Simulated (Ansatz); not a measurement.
# FH6OPSi2: the cost of one run

All numbers below are computed with Ansatz 0.2.0 (RKS PBE0/STO-3G).

### Step 1. Starting point

Bond lengths: F1–Si2 1.631 Å, Si2–O3 1.652 Å, O3–P4 1.581 Å, P4–Si5 2.211 Å, Si2–H6 1.487 Å, Si2–H7 1.501 Å, P4–H8 1.395 Å, Si5–H9 1.436 Å, Si5–H10 1.521 Å, Si5–H11 1.478 Å. Angles (14 of 16 angles, heavy atoms first): F1–Si2–O3 107.3°, Si2–O3–P4 117.8°, O3–P4–Si5 104.4°, F1–Si2–H6 112.0°, F1–Si2–H7 108.6°, O3–Si2–H6 110.9°, O3–Si2–H7 108.9°, O3–P4–H8 101.2°, Si5–P4–H8 98.3°, P4–Si5–H9 110.7°, P4–Si5–H10 110.7°, P4–Si5–H11 107.6°, H6–Si2–H7 109.0°, H9–Si5–H10 108.9°.

As a file:

```xyz
11

F    -1.1739    0.8084    1.7667
Si   -0.9271    1.7965    0.4931
O     0.1953    1.0724   -0.4790
P    -0.2015   -0.2916   -1.1721
Si    0.8406   -1.8376    0.0165
H    -2.1842    2.0649   -0.2554
H    -0.3697    3.0965    0.9960
H     0.6429   -0.2881   -2.2829
H     0.7231   -3.1247   -0.6099
H     0.2613   -1.9176    1.4201
H     2.2584   -1.4363    0.1274
```

### Step 2. Relaxing end A

input.yaml

```yaml
crystal:
  periodic: [false, false, false]
  atoms:
    - { symbol: F, position_ang: [-1.1739, 0.8084, 1.7667] }
    - { symbol: Si, position_ang: [-0.9271, 1.7965, 0.4931] }
    - { symbol: O, position_ang: [0.1953, 1.0724, -0.479] }
    - { symbol: P, position_ang: [-0.2015, -0.2916, -1.1721] }
    - { symbol: Si, position_ang: [0.8406, -1.8376, 0.0165] }
    - { symbol: H, position_ang: [-2.1842, 2.0649, -0.2554] }
    - { symbol: H, position_ang: [-0.3697, 3.0965, 0.996] }
    - { symbol: H, position_ang: [0.6429, -0.2881, -2.2829] }
    - { symbol: H, position_ang: [0.7231, -3.1247, -0.6099] }
    - { symbol: H, position_ang: [0.2613, -1.9176, 1.4201] }
    - { symbol: H, position_ang: [2.2584, -1.4363, 0.1274] }
basis:
  gaussian: { orbitals: STO-3G }
hamiltonian:
  xc: pbe0
relax:
  f_tol: 0.015
  max_steps: 40
```

The run is started by

```sh
$ ansatz run input.yaml --threads 1 --pin off --max-ram 2048MiB --backend cpu --events-out ev --progress --plain --runs-dir out
```

**Question.** How long does this run take on 1 thread of Arm Neoverse V1, shared host, and how much memory does it need?

About 58 s, with a peak of 0.15 GiB.
